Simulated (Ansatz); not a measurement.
# C₃H₅F₃O: how energies converge with the basis set

Aim: see how fast density functionals converge with the basis set for C₃H₅F₃O.

Computed with Ansatz 0.2.0, Gaussian basis. Level: one geometry, several basis sets.

The runs, in order: PBE0-D4/def2-SVP; ωB97M-V/def2-SVP; PBE0-D4/def2-QZVPP; ωB97M-V/def2-QZVPP; the functionals' def2-TZVPP values are taken from earlier runs.

**1. Structure used throughout**

The geometry comes from an earlier relaxation with PBE0-D4 in a triple-zeta def2 set; it is a stationary point, not always the lowest conformer.

SMILES `FCOCC(F)F`, 12 atoms, charge 0, spin multiplicity 1.

Atoms are counted from 1 here; the program's logs count them from 0.

Bond lengths: F1–C2 1.381 Å, C2–O3 1.372 Å, C2–H8 1.091 Å, C2–H9 1.094 Å, O3–C4 1.407 Å, C4–C5 1.510 Å, C4–H10 1.095 Å, C4–H11 1.093 Å, C5–F6 1.360 Å, C5–F7 1.352 Å, C5–H12 1.096 Å. Angles: F1–C2–O3 110.4°, F1–C2–H8 108.0°, F1–C2–H9 106.7°, O3–C2–H8 107.0°, O3–C2–H9 112.7°, H8–C2–H9 111.9°, C2–O3–C4 115.3°, O3–C4–C5 112.0°, O3–C4–H10 111.8°, O3–C4–H11 107.8°, C5–C4–H10 109.0°, C5–C4–H11 108.0°, H10–C4–H11 108.0°, C4–C5–F6 110.6°, C4–C5–F7 110.8°, C4–C5–H12 111.6°, F6–C5–F7 107.2°, F6–C5–H12 108.0° and more.

**2. PBE0-D4 in def2-SVP**

in.yaml reads:

```yaml
crystal:
  periodic: [false, false, false]
  atoms:
    - {symbol: F, position_ang: [-0.146651, -2.395672, 0.928634]}
    - {symbol: C, position_ang: [0.223324, -1.115405, 1.292156]}
    - {symbol: O, position_ang: [0.908636, -0.506769, 0.271409]}
    - {symbol: C, position_ang: [0.123087, -0.101667, -0.823075]}
    - {symbol: C, position_ang: [-0.238055, 1.362787, -0.750464]}
    - {symbol: F, position_ang: [-0.957757, 1.624108, 0.373521]}
    - {symbol: F, position_ang: [0.873740, 2.130270, -0.700912]}
    - {symbol: H, position_ang: [0.908526, -1.189973, 2.137261]}
    - {symbol: H, position_ang: [-0.696508, -0.585671, 1.557954]}
    - {symbol: H, position_ang: [-0.795032, -0.692179, -0.905128]}
    - {symbol: H, position_ang: [0.708559, -0.260453, -1.731802]}
    - {symbol: H, position_ang: [-0.834970, 1.675425, -1.615453]}
basis:
  gaussian: {orbitals: def2-SVP}
hamiltonian: {xc: pbe0, dispersion: d4}
output: {orbitals: {seedname: orbitals}}
```

Launch:

```console
> ansatz run in.yaml --threads 2 --pin off --events-out ev --progress --plain --max-ram 32768MiB --backend cpu
```

After this run come: ωB97M-V in def2-SVP; PBE0-D4 in def2-QZVPP; ωB97M-V in def2-QZVPP.

**Question.** What will the summary of the whole plan be? Wanted: PBE0-D4: double and triple zeta above quadruple; ωB97M-V: double and triple zeta above quadruple.

The runs gave:

| quantity | value |
| --- | --- |
| PBE0-D4: double and triple zeta above quadruple | 16.68, 0.70 eV |
| ωB97M-V: double and triple zeta above quadruple | 17.07, 0.67 eV |

In words: For PBE0-D4 the step from double to triple zeta gains 15.98 eV and the next only 0.70 eV. Total energies overstate the basis error of differences, where much of it tends to cancel. The LUMO of ωB97M-V is positive and keeps falling with the basis (3.45 to 1.84 eV): an unbound level that the basis holds in place.
